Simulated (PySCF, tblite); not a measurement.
# AlH₅HfO₆, a small molecule taken as a stand-in for a surface group (aluminium hydroxide): NMR shifts, core binding energies and electronic excitations, part 2 of 2

tblite 0.8.0 and PySCF 2.14.0. Atoms count from 0, parts from 1.

## (5) Core holes by ΔSCF: SCAN, X2C

Job settings and geometry (Å):

```
{"job": {"kind": "xps", "holes": 5}, "charge": 0, "multiplicity": 1}
O     -1.489439    -2.174811     1.822907
Al    -0.790658    -1.013496     0.806544
O     -1.104876     0.788076     0.856712
O     -0.659569    -0.922326    -0.970286
Hf     0.451209     0.648263    -0.825711
O      2.210301     0.356322    -1.586199
O     -0.208051     2.309167    -1.610717
O      0.979776    -0.511808     1.055466
H     -2.171118    -2.797303     1.569061
H     -1.037904     1.303025     1.666024
H      3.073669     0.256898    -1.978734
H     -0.954865     2.876864    -1.796980
H      1.711200    -1.136092     0.999374
```

With the program's defaults for keys left out, this is: delta-SCF UKS SCAN, pcX-2 on the ionised atom, pcseg-1 elsewhere (x2c-SVPall past Kr), spin-free X2C.

Output:

```text
ground state, core basis on atom 0 (O), 224 functions
  cycle   1  E = -15776.91617460  |g| = 1.88e+00
  cycle   2  E = -15771.29297987  |g| = 5.39e+00
  cycle   3  E = -15777.30411499  |g| = 1.11e+00
  cycle   4  E = -15777.52999364  |g| = 5.08e-01
  cycle   5  E = -15777.56728668  |g| = 2.20e-01
  cycle   6  E = -15777.57744284  |g| = 6.78e-02
  cycle   7  E = -15777.57826581  |g| = 3.23e-02
  cycle   8  E = -15777.57845783  |g| = 6.94e-03
  cycle   9  E = -15777.57846749  |g| = 1.30e-03
  cycle  10  E = -15777.57845922  |g| = 1.20e-03
  cycle  11  E = -15777.57846449  |g| = 1.68e-04
  E(ground) = -15777.90288700 Eh
hole in O 1s of atom 0
  cycle   1  E = -15756.99636166  |g| = 2.22e+00
  cycle   2  E = -15754.70767069  |g| = 2.56e+00
  cycle   3  E = -15757.13029835  |g| = 1.23e+00
  cycle   4  E = -15757.67254166  |g| = 5.91e-01
  cycle   5  E = -15757.74016364  |g| = 4.08e-01
  cycle   6  E = -15757.79804249  |g| = 1.44e-01
  cycle   7  E = -15757.80443207  |g| = 6.53e-02
  cycle   8  E = -15757.80631835  |g| = 8.41e-03
  cycle   9  E = -15757.80633663  |g| = 2.32e-03
  cycle  10  E = -15757.80634111  |g| = 2.17e-03
  cycle  11  E = -15757.80634370  |g| = 6.15e-04
  cycle  12  E = -15757.80634579  |g| = 3.45e-04
  E(ion) = -15758.13184929 Eh   <S^2> = 0.7613   hole on atom = 1.000   binding energy = 537.997 eV
ground state, core basis on atom 1 (Al), 235 functions
  cycle   1  E = -15777.63026682  |g| = 2.51e-01
  cycle   2  E = -15777.62858163  |g| = 1.28e-01
  cycle   3  E = -15777.62769633  |g| = 1.40e-01
  cycle   4  E = -15777.63126400  |g| = 3.15e-02
  cycle   5  E = -15777.63140334  |g| = 1.39e-02
  cycle   6  E = -15777.63144498  |g| = 1.34e-03
  cycle   7  E = -15777.63144236  |g| = 6.41e-04
  cycle   8  E = -15777.63143746  |g| = 1.92e-04
  E(ground) = -15777.92280966 Eh
hole in Al 2p of atom 1
  cycle   1  E = -15774.39102350  |g| = 1.10e+00
  cycle   2  E = -15774.35839229  |g| = 9.66e-01
  cycle   3  E = -15774.60691365  |g| = 3.62e-01
  cycle   4  E = -15774.65194351  |g| = 1.41e-01
  cycle   5  E = -15774.65770920  |g| = 7.01e-02
  cycle   6  E = -15774.65946899  |g| = 2.99e-02
  cycle   7  E = -15774.65980937  |g| = 6.75e-03
  cycle   8  E = -15774.65982414  |g| = 2.71e-03
  cycle   9  E = -15774.65982435  |g| = 9.93e-04
  cycle  10  E = -15774.65982700  |g| = 3.01e-04
  E(ion) = -15774.95781279 Eh   <S^2> = 0.7515   hole on atom = 1.004   binding energy = 80.682 eV
  2p3/2 = 80.660 eV   2p1/2 = 81.112 eV
ground state, core basis on atom 2 (O), 224 functions
  cycle   1  E = -15777.57619348  |g| = 1.08e-01
  cycle   2  E = -15777.57441285  |g| = 1.17e-01
  cycle   3  E = -15777.57625055  |g| = 5.61e-02
  cycle   4  E = -15777.57675414  |g| = 1.49e-02
  cycle   5  E = -15777.57679549  |g| = 2.65e-03
  cycle   6  E = -15777.57680331  |g| = 1.07e-03
  cycle   7  E = -15777.57679415  |g| = 2.49e-04
  E(ground) = -15777.90097803 Eh
hole in O 1s of atom 2
  cycle   1  E = -15756.97244332  |g| = 2.23e+00
  cycle   2  E = -15754.14717509  |g| = 2.79e+00
  cycle   3  E = -15757.11205529  |g| = 1.26e+00
  cycle   4  E = -15757.73859893  |g| = 3.86e-01
  cycle   5  E = -15757.77869106  |g| = 1.78e-01
  cycle   6  E = -15757.78800003  |g| = 9.52e-02
  cycle   7  E = -15757.79120802  |g| = 3.73e-02
  cycle   8  E = -15757.79175117  |g| = 9.00e-03
  cycle   9  E = -15757.79178045  |g| = 4.36e-03
  cycle  10  E = -15757.79178364  |g| = 2.22e-03
  cycle  11  E = -15757.79178958  |g| = 7.39e-04
  cycle  12  E = -15757.79178186  |g| = 3.45e-04
  E(ion) = -15758.11663603 Eh   <S^2> = 0.7616   hole on atom = 1.000   binding energy = 538.359 eV
ground state, core basis on atom 3 (O), 224 functions
  cycle   1  E = -15777.57751217  |g| = 1.41e-01
  cycle   2  E = -15777.56736850  |g| = 2.56e-01
  cycle   3  E = -15777.57873679  |g| = 6.80e-02
  cycle   4  E = -15777.57923989  |g| = 4.58e-02
  cycle   5  E = -15777.57964302  |g| = 3.93e-03
  cycle   6  E = -15777.57964198  |g| = 1.36e-03
  cycle   7  E = -15777.57964689  |g| = 4.92e-04
  E(ground) = -15777.90413720 Eh
hole in O 1s of atom 3
  cycle   1  E = -15757.02350606  |g| = 2.24e+00
  cycle   2  E = -15756.50401559  |g| = 2.28e+00
  cycle   3  E = -15757.75946070  |g| = 5.73e-01
  cycle   4  E = -15757.65956947  |g| = 7.39e-01
  cycle   5  E = -15757.87398226  |g| = 1.20e-01
  cycle   6  E = -15757.87847051  |g| = 6.66e-02
  cycle   7  E = -15757.88005210  |g| = 1.69e-02
  cycle   8  E = -15757.88016982  |g| = 3.86e-03
  cycle   9  E = -15757.88017131  |g| = 2.61e-03
  cycle  10  E = -15757.88018076  |g| = 1.15e-03
  cycle  11  E = -15757.88017659  |g| = 5.33e-04
  cycle  12  E = -15757.88017546  |g| = 2.57e-04
  E(ion) = -15758.20597313 Eh   <S^2> = 0.7642   hole on atom = 1.000   binding energy = 536.014 eV
ground state, core basis on atom 7 (O), 224 functions
  cycle   1  E = -15777.57260294  |g| = 1.66e-01
  cycle   2  E = -15777.55294867  |g| = 3.42e-01
  cycle   3  E = -15777.57563667  |g| = 5.04e-02
  cycle   4  E = -15777.57604104  |g| = 2.75e-02
  cycle   5  E = -15777.57617490  |g| = 5.64e-03
  cycle   6  E = -15777.57617870  |g| = 1.03e-03
  cycle   7  E = -15777.57618510  |g| = 4.90e-04
  E(ground) = -15777.90074145 Eh
hole in O 1s of atom 7
  cycle   1  E = -15756.96709559  |g| = 2.23e+00
  cycle   2  E = -15754.20300942  |g| = 2.81e+00
  cycle   3  E = -15757.13134394  |g| = 1.24e+00
  cycle   4  E = -15757.72611065  |g| = 4.19e-01
  cycle   5  E = -15757.77068830  |g| = 2.07e-01
  cycle   6  E = -15757.78250968  |g| = 1.20e-01
  cycle   7  E = -15757.78731942  |g| = 5.05e-02
  cycle   8  E = -15757.78838042  |g| = 8.07e-03
  cycle   9  E = -15757.78839229  |g| = 5.51e-03
  cycle  10  E = -15757.78840524  |g| = 2.01e-03
  cycle  11  E = -15757.78841058  |g| = 6.53e-04
  cycle  12  E = -15757.78840993  |g| = 3.58e-04
  E(ion) = -15758.11379580 Eh   <S^2> = 0.7619   hole on atom = 1.000   binding energy = 538.430 eV
```

Wall time 71 s (1 thread of Arm Neoverse V1, shared host); peak memory 0.83 GiB.

Atoms past Kr, which the light-atom basis doesn't hold, take an all-electron relativistic set.

The holes in one table. −ε is the ground-state orbital energy:

```tsv
hole	stands for	environment	ΔSCF (eV; 2p as the shell's mean)	−ε (eV)	⟨S²⟩
O1s on O0	O0	oxygen bonded to Al, H	538.00	516.1	0.761
Al2p on Al1	Al1		80.81	70.6	0.751
O1s on O2	O2	oxygen bonded to Al, Hf, H	538.36	516.7	0.762
O1s on O3	O3	oxygen bonded to Al, Hf	536.01	515.3	0.764
O1s on O7	O7	oxygen bonded to Al, Hf, H	538.43	516.8	0.762
```

With the spin-orbit splitting: Al1 2p3/2 80.66, 2p1/2 81.11 eV. The table gives each 2p level as the mean over the whole 2p shell (two parts 2p3/2, one part 2p1/2), which differs a little from the single hole in the log.

## (6) TDDFT and polarisability: CAM-B3LYP/def2-SVPD

The job, as its differences from that of step 5:

```diff
@@ -1,2 +1,2 @@
-{"job": {"kind": "xps", "holes": 5}, "charge": 0, "multiplicity": 1}
+{"job": {"kind": "uv", "xc": "CAM-B3LYP", "basis": "def2-SVPD", "nstates": 6, "ntriplets": 2, "ip": true}, "charge": 0, "multiplicity": 1}
 O     -1.489439    -2.174811     1.822907
```

Level: TDDFT CAM-B3LYP/def2-SVPD, vertical, gas phase, core orbitals frozen in the response.

Output:

```text
coarse grid: 58632 points
cycle   1  E = -744.1431551345  dE = -1.201e+01  |g| = 1.677e+00  |ddm| = 9.474e+00
cycle   2  E = -743.7250110825  dE =  4.181e-01  |g| = 2.274e+00  |ddm| = 5.345e+00
cycle   3  E = -744.6826495183  dE = -9.576e-01  |g| = 2.769e-01  |ddm| = 2.816e+00
cycle   4  E = -744.6959954266  dE = -1.335e-02  |g| = 1.187e-01  |ddm| = 4.412e-01
cycle   5  E = -744.6984453953  dE = -2.450e-03  |g| = 3.405e-02  |ddm| = 1.773e-01
cycle   6  E = -744.6986822982  dE = -2.369e-04  |g| = 5.629e-03  |ddm| = 4.481e-02
cycle   7  E = -744.6986874498  dE = -5.152e-06  |g| = 3.604e-03  |ddm| = 9.035e-03
cycle   8  E = -744.6986900369  dE = -2.587e-06  |g| = 4.725e-04  |ddm| = 4.595e-03
final grid: 121376 points
cycle   9  E = -744.6986532275  dE = -1.935e-07  |g| = 4.773e-04  |ddm| = 6.857e-03
cycle  10  E = -744.6986531942  dE =  3.332e-08  |g| = 6.659e-04  |ddm| = 1.481e-03
cycle  11  E = -744.6986532759  dE = -8.170e-08  |g| = 7.670e-05  |ddm| = 7.313e-04
cycle  12  E = -744.6986532771  dE = -1.206e-09  |g| = 3.207e-05  |ddm| = 1.282e-04
cycle  13  E = -744.6986532774  dE = -2.731e-10  |g| = 1.403e-05  |ddm| = 6.624e-05
converged SCF energy = -744.6986532774

Static polarisability (au): isotropic 78.167, principal 64.239 78.228 92.034

Singlet excitations
state   eV       nm        f      main configurations
  1   5.6410    219.8   0.00185   H->L 0.83
  2   6.0556    204.7   0.00334   H-1->L 0.84
  3   6.3238    196.1   0.00107   H-2->L 0.84, H-2->L+1 0.09
  4   6.7830    182.8   0.00570   H-3->L 0.38, H-4->L 0.30, H-5->L 0.12
  5   6.9833    177.5   0.04401   H-5->L 0.50, H-4->L 0.24
  6   7.1347    173.8   0.01949   H-6->L 0.41, H-4->L 0.14, H-9->L 0.13

Triplet excitations (Tamm-Dancoff, eV): 5.4993 5.8392
Vertical ionisation energy (delta-SCF) = 10.3290 eV
Vertical electron affinity (delta-SCF) = -0.0694 eV
```

It took 6.5 min on 1 thread of Arm Neoverse V1, shared host; peak memory 1.3 GiB.

Frontier orbitals and where they lie:

```tsv
orbital	eV	atoms
HOMO−3	-10.60	O0 54 %, O6 15 %, O2 9 %
HOMO−2	-10.26	O6 49 %, O5 27 %, Hf4 4 %
HOMO−1	-10.00	O3 51 %, O5 21 %, Hf4 7 %
HOMO	-9.65	O3 65 %, O7 12 %, O6 7 %
LUMO	-0.52	Hf4 51 %, Al1 20 %, O7 6 %
LUMO+1	0.63	Al1 36 %, Hf4 24 %, O0 10 %
LUMO+2	0.84	Hf4 51 %, O5 14 %, H10 8 %
```

With each of the 6 states as a Gaussian band of 0.4 eV half-width at 1/e, the curve within the window shown has maxima at 177 nm (ε 2,700) L/(mol cm). Beyond the last state computed it falls off for lack of states. The curve at chosen wavelengths:

```json
{"nm": "167", "ε (L/mol/cm)": "965"}
{"nm": "170", "ε (L/mol/cm)": "1643"}
{"nm": "173", "ε (L/mol/cm)": "2280"}
{"nm": "176", "ε (L/mol/cm)": "2632"}
{"nm": "180", "ε (L/mol/cm)": "2475"}
{"nm": "183", "ε (L/mol/cm)": "2003"}
{"nm": "186", "ε (L/mol/cm)": "1438"}
{"nm": "189", "ε (L/mol/cm)": "943"}
{"nm": "192", "ε (L/mol/cm)": "591"}
{"nm": "195", "ε (L/mol/cm)": "382"}
{"nm": "199", "ε (L/mol/cm)": "256"}
{"nm": "202", "ε (L/mol/cm)": "221"}
{"nm": "205", "ε (L/mol/cm)": "206"}
{"nm": "208", "ε (L/mol/cm)": "194"}
{"nm": "211", "ε (L/mol/cm)": "179"}
{"nm": "214", "ε (L/mol/cm)": "163"}
{"nm": "218", "ε (L/mol/cm)": "137"}
{"nm": "221", "ε (L/mol/cm)": "117"}
{"nm": "224", "ε (L/mol/cm)": "97"}
{"nm": "227", "ε (L/mol/cm)": "78"}
{"nm": "230", "ε (L/mol/cm)": "61"}
{"nm": "233", "ε (L/mol/cm)": "45"}
{"nm": "237", "ε (L/mol/cm)": "29"}
{"nm": "240", "ε (L/mol/cm)": "20"}
{"nm": "243", "ε (L/mol/cm)": "13"}
{"nm": "246", "ε (L/mol/cm)": "8"}
```

Further results of this job:

```tsv
property	computed
dipole moment (D)	1.95
polarisability (Å³)	11.58
HOMO–LUMO gap (eV)	9.13
−ε(HOMO) (eV)	9.65
```

## (7) What came out

What follows sums up all 2 parts.

```
                                                    quantity                                             value
                                                 point group                                                C1
                        rotational constants (main isotopes)                              2.46, 0.79, 0.70 GHz
              1H shifts against TMS (PBE0/def2-SVP+pcSseg-1)                  3.62, 2.39, 1.76, 1.34, 1.20 ppm
             17O shifts against H2O (PBE0/def2-SVP+pcSseg-1)          417.8, 182.4, 158.7, 67.6, 64.5, 0.4 ppm
          27Al shifts against AlH4- (PBE0/def2-SVP+pcSseg-1)                                          -8.4 ppm
                       surface potential, 1st and 99th percentile                                -1.94 V and 3.98 V
O1s binding energies, SCAN/pcX-2 (standing for 4 of 6 atoms)     O7 538.43, O2 538.36, O0 538.00, O3 536.01 eV
                           Al2p binding energies, SCAN/pcX-2                                      Al1 80.81 eV
                        lowest singlet (CAM-B3LYP/def2-SVPD)                       5.64 eV (220 nm), f = 0.002
                    brightest single state of those computed                       state 5, 6.98 eV, f = 0.044
                                              lowest triplet                                           5.50 eV
                           vertical ionisation energy (ΔSCF)                                          10.33 eV
                           vertical electron affinity (ΔSCF)  -0.07 eV (unbound: the value hangs on the basis)
```

What this shows: On relaxing, metal atoms bound new neighbours (Al1–O7, O2–Hf4). Over 34 steps the energy fell by 0.986 eV; of the close pairs, Hf4–H11 changed most, 2.315 to 2.808 Å (PBE0/def2-SVP). At PBE0/def2-SVP+pcSseg-1: The largest span, 537 ppm, is at O3, where the paramagnetic term is -478 ppm. At PBE0/def2-SVP+pcSseg-1, counted by nearest atom on the grid, the HOMO lies on O3 68 %; O7 12 %, the LUMO on Hf4 45 %; 4 O atoms about 7 % each. The O1s levels kept as sound span 2.42 eV, from O3 (oxygen bonded to Al, Hf) up to O7 (oxygen bonded to Al, Hf, H). Only 4 of the 6 O atoms are covered by sound results. The first singlet state (HOMO→LUMO 0.83) lies at 5.64 eV and is weak; of the 6 states computed, the strongest absorption comes from state 5 at 6.98 eV. The lowest triplet lies 0.14 eV below the lowest singlet (triplets in Tamm-Dancoff, singlets in full TDDFT). Spin-orbit coupling, left out, mixes singlets and triplets in elements this heavy. The orbital energy would give 9.65 eV for ionisation, ΔSCF gives 10.33 eV. Spin-orbit coupling is left out, which matters for shieldings and couplings at and beside the heavy atoms. A capped cluster stands for the solid here, so long-range fields and strain are missing, and bands or shifts of the capping hydrogens have no counterpart in it.
